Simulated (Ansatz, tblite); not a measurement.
**C28H16S7: a ladder of methods and basis sets**

How do method and basis change the picture of C28H16S7 (singlet)?

Computed with Ansatz 0.2.0, Gaussian basis. Level: as each input shows.

The runs, in order: GFN1-xTB, GFN2-xTB, PBE-D4/def2-SVP, r2SCAN-D4/def2-SVP.

1 further run of the same task is left out (set aside as unsound or not needed). Runs told in other sessions of the task aren't counted.

## (1) The geometry

The singlet was relaxed beforehand with r2SCAN-D4/def2-SVP.

51 atoms, charge 0, spin multiplicity 1.

Bond lengths: C1–C2 1.377 Å, C1–C35 1.418 Å, C1–H36 1.092 Å, C2–S3 1.723 Å, C2–H37 1.090 Å, S3–C4 1.746 Å, C4–C5 1.441 Å, C4–C35 1.389 Å, C5–C6 1.390 Å, C5–S34 1.745 Å, C6–C7 1.409 Å, C6–H38 1.092 Å, C7–C8 1.391 Å, C7–H39 1.092 Å, C8–C9 1.436 Å, C8–S34 1.746 Å, C9–C10 1.392 Å, C9–S33 1.746 Å and more. Angles: C2–C1–C35 112.7°, C2–C1–H36 123.3°, C35–C1–H36 123.9°, C1–C2–S3 111.7°, C1–C2–H37 128.6°, S3–C2–H37 119.7°, C2–S3–C4 92.1°, S3–C4–C5 120.8°, S3–C4–C35 110.2°, C5–C4–C35 129.1°, C4–C5–C6 129.2°, C4–C5–S34 120.5°, C6–C5–S34 110.3°, C5–C6–C7 113.6°, C5–C6–H38 122.5°, C7–C6–H38 124.0°, C6–C7–C8 113.5°, C6–C7–H39 124.0° and more.

PBE0-D4/def2-SVP was run before; its log isn't repeated, and its numbers join the tables.

## (2) GFN1-xTB

Tight binding, by tblite at 300 K electronic temperature and without a spin-polarisation term:

```python
tblite.interface.Calculator('GFN1-xTB', numbers, positions, charge=0, uhf=0).singlepoint()
```

Energy -2548.3268 eV, HOMO -10.13 eV, LUMO -8.70 eV; 0.22 s.

## (3) GFN2-xTB

Tight binding, by tblite at 300 K electronic temperature and without a spin-polarisation term:

```python
tblite.interface.Calculator('GFN2-xTB', numbers, positions, charge=0, uhf=0).singlepoint()
```

Energy -2470.6775 eV, HOMO -9.56 eV, LUMO -8.17 eV; 0.22 s.

## (4) PBE-D4/def2-SVP

start.molden holds the orbitals of an earlier run on this state, given as this run's starting guess.

in.yaml reads:

```yaml
crystal:
  periodic: [false, false, false]
  atoms:
    - {symbol: C, position_ang: [-11.964281, 0.938227, -1.981060]}
    - {symbol: C, position_ang: [-12.684479, 0.449456, -0.914621]}
    - {symbol: S, position_ang: [-11.653758, -0.126310, 0.340846]}
    - {symbol: C, position_ang: [-10.216927, 0.280831, -0.563341]}
    - {symbol: C, position_ang: [-8.907465, 0.026497, -0.019247]}
    - {symbol: C, position_ang: [-8.557935, -0.537035, 1.202030]}
    - {symbol: C, position_ang: [-7.165977, -0.631769, 1.400665]}
    - {symbol: C, position_ang: [-6.418661, -0.142003, 0.334312]}
    - {symbol: C, position_ang: [-4.991980, -0.076000, 0.185147]}
    - {symbol: C, position_ang: [-4.238685, 0.412861, -0.878155]}
    - {symbol: C, position_ang: [-2.848352, 0.315930, -0.674675]}
    - {symbol: C, position_ang: [-2.503928, -0.248860, 0.550083]}
    - {symbol: C, position_ang: [-1.203771, -0.504938, 1.100256]}
    - {symbol: C, position_ang: [-0.868619, -1.070484, 2.328188]}
    - {symbol: C, position_ang: [0.517701, -1.173700, 2.542954]}
    - {symbol: C, position_ang: [1.281601, -0.685331, 1.484977]}
    - {symbol: C, position_ang: [2.713455, -0.638188, 1.377604]}
    - {symbol: C, position_ang: [3.656830, -1.066560, 2.309012]}
    - {symbol: C, position_ang: [4.986222, -0.876789, 1.889140]}
    - {symbol: C, position_ang: [5.096366, -0.298458, 0.627306]}
    - {symbol: C, position_ang: [6.279193, 0.038431, -0.112807]}
    - {symbol: C, position_ang: [6.395709, 0.616805, -1.373166]}
    - {symbol: C, position_ang: [7.729576, 0.801714, -1.787233]}
    - {symbol: C, position_ang: [8.665518, 0.373782, -0.851801]}
    - {symbol: C, position_ang: [10.103974, 0.416006, -0.948667]}
    - {symbol: C, position_ang: [10.878444, 0.896951, -1.997749]}
    - {symbol: C, position_ang: [12.271359, 0.785789, -1.760191]}
    - {symbol: C, position_ang: [12.561796, 0.221897, -0.537796]}
    - {symbol: S, position_ang: [11.129961, -0.173273, 0.334002]}
    - {symbol: S, position_ang: [7.861943, -0.269717, 0.555957]}
    - {symbol: S, position_ang: [3.510497, 0.007296, -0.035054]}
    - {symbol: S, position_ang: [0.242298, -0.098196, 0.211102]}
    - {symbol: S, position_ang: [-3.942017, -0.661492, 1.451610]}
    - {symbol: S, position_ang: [-7.475991, 0.440051, -0.927823]}
    - {symbol: C, position_ang: [-10.562915, 0.844795, -1.784400]}
    - {symbol: H, position_ang: [-12.427641, 1.352047, -2.878875]}
    - {symbol: H, position_ang: [-13.766172, 0.395364, -0.792086]}
    - {symbol: H, position_ang: [-9.302426, -0.869617, 1.928981]}
    - {symbol: H, position_ang: [-6.703482, -1.046243, 2.299301]}
    - {symbol: H, position_ang: [-4.696711, 0.828616, -1.778499]}
    - {symbol: H, position_ang: [-2.099927, 0.647525, -1.398017]}
    - {symbol: H, position_ang: [-1.623427, -1.399945, 3.045903]}
    - {symbol: H, position_ang: [0.961441, -1.592158, 3.447759]}
    - {symbol: H, position_ang: [3.381016, -1.505646, 3.269140]}
    - {symbol: H, position_ang: [5.859307, -1.151412, 2.485611]}
    - {symbol: H, position_ang: [5.526284, 0.893520, -1.974036]}
    - {symbol: H, position_ang: [8.011063, 1.239565, -2.746403]}
    - {symbol: H, position_ang: [10.448271, 1.316456, -2.908921]}
    - {symbol: H, position_ang: [13.037042, 1.109800, -2.468049]}
    - {symbol: H, position_ang: [13.537313, 0.016876, -0.097294]}
    - {symbol: H, position_ang: [-9.818643, 1.177048, -2.511911]}
basis:
  gaussian: {orbitals: def2-SVP, fitting: {mean_field: def2-universal-jkfit}, initial_orbitals: start.molden}
hamiltonian: {xc: pbe, dispersion: d4}
scf: {omitted_lower_state_checks: [starts]}
output: {orbitals: {seedname: orbitals}}
```

Command:

```
$ ansatz run in.yaml --threads 2 --pin off --events-out ev --progress --plain --max-ram 32768MiB --backend cuda --devices 0, --max-vram 18GiB
```

The runs that follow: r2SCAN-D4/def2-SVP.

**Question.** What will the summary of the whole plan be? Wanted: gap in def2-SVP, named functionals, smallest and largest; binding an atom, functionals in def2-SVP.

The runs gave:

| quantity | value |
| --- | --- |
| gap in def2-SVP, named functionals, smallest and largest | 1.47 eV (PBE-D4), 2.68 eV (PBE0-D4) |
| binding an atom, functionals in def2-SVP | 5.27 (r2SCAN-D4) to 5.48 eV (PBE-D4) |

In words: Over the named functionals in def2-SVP the gap runs from 1.47 eV (PBE-D4) to 2.68 eV (PBE0-D4); exact exchange widens it.
